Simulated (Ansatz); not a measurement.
**UCCSD/STO-3G run of PO2 (phosphorus dioxide)**

What is the electronic atomisation energy of PO2 (phosphorus dioxide) at UCCSD/STO-3G? 

The calculation is run with Ansatz 0.2.0.

41 further runs of the same task are left out: 9 that didn't finish, 32 set aside as unsound or not needed.

### Step 1. The molecule

PO2 has 3 atoms, charge 0, and is taken as a doublet. SMILES: `[O]P=O`. Geometry: relaxed at GFN2-xTB.

Bond lengths: O1–P2 1.464 Å, P2–O3 1.464 Å. Angles: O1–P2–O3 123.4°.

### Step 2. A single-point energy at UCCSD/STO-3G

molecule.yaml

```yaml
crystal:
  periodic: [false, false, false]
  atoms:
    - {symbol: O, position_ang: [0.331710, 1.226310, 0.317670]}
    - {symbol: P, position_ang: [-0.403940, 0.077030, -0.212130]}
    - {symbol: O, position_ang: [0.072230, -1.303340, -0.105540]}
basis:
  gaussian: {orbitals: STO-3G}
magnetization: {spin_polarized: true, initial_magnetization: 1}
correlation: {method: ccsd, frozen_orbitals: {O: 1, P: 5}}
accuracy: high
scf: {omitted_lower_state_checks: [cluster_reference, increment]}
```

The run is started by

```sh
$ ansatz run molecule.yaml --threads 1 --pin off --max-ram 2610MiB --events-out events.jsonl --progress --plain --runs-dir runs
```

Log:

```text
Warning: RAYON_NUM_THREADS=1 ignored (pool sized by the plan → 1); use --threads N
[... 17 lines left out ...]
7 core orbitals not correlated: weight in the atoms' cores, before any rotation towards them, 1.000 or more for the frozen orbitals, at most 0.000 for the correlated occupied ones
[... 61 lines left out ...]
Total energy: -13186.21157084 eV, -484.5843372933 hartree
Checks for a lower state left out: cluster_reference, increment
```

It took 0.85 s on 1 thread of Arm Neoverse V2, shared host.

### Step 3. The O atom

input.yaml

```yaml
crystal:
  periodic: [false, false, false]
  atoms:
    - {symbol: O, position_ang: [0.000000, 0.000000, 0.000000]}
basis:
  gaussian:
    orbitals: STO-3G
total_charge: 0
magnetization:
  spin_polarized: true
  initial_magnetization: 2
correlation:
  method: ccsd
  frozen_orbitals: {O: 1}
accuracy: high
scf:
  omitted_lower_state_checks: [cluster_reference, increment]
```

Run the same way, it converges to -73.80415 Eh (log not shown).

### Step 4. The P atom

job.yaml

```yaml
crystal:
  periodic: [false, false, false]
  atoms:
    - {symbol: P, position_ang: [0.000000, 0.000000, 0.000000]}
basis:
  gaussian:
    orbitals: STO-3G
accuracy: high
scf:
  omitted_lower_state_checks: [cluster_reference, increment]
correlation:
  method: ccsd
  frozen_orbitals: {P: 5}
magnetization:
  spin_polarized: true
  initial_magnetization: 3
```

Run the same way, it converges to -336.86877 Eh (log not shown).

### Step 5. Results

At UCCSD/STO-3G, 7 core orbitals frozen:

```
                                             quantity          value
                               molecule: total energy  -484.58434 Eh
molecule: correlation energy (7 core orbitals frozen)     -113.0 mEh
          molecule: ⟨S²⟩ of the reference determinant          1.152
                              molecule: T1 diagnostic          0.102
                                 O atom: total energy   -73.80415 Eh
   O atom: correlation energy (1 core orbital frozen)        0.0 mEh
            O atom: ⟨S²⟩ of the reference determinant          2.000
                                O atom: T1 diagnostic          0.000
                                 P atom: total energy  -336.86877 Eh
  P atom: correlation energy (5 core orbitals frozen)        0.0 mEh
            P atom: ⟨S²⟩ of the reference determinant          3.750
                                P atom: T1 diagnostic          0.000
                        electronic atomisation energy       2.919 eV
```

What this shows: Taking the molecule apart into free atoms costs 2.92 eV (67 kcal/mol), before zero-point energy and without spin-orbit coupling. In a minimal basis such a difference can be off by several eV, whatever the method. ⟨S²⟩ (molecule) is 1.15 where a pure doublet has 0.75: the reference is spin-contaminated. The T1 diagnostic (molecule) of 0.102 is above the customary mark for such species, so a single reference may not serve.
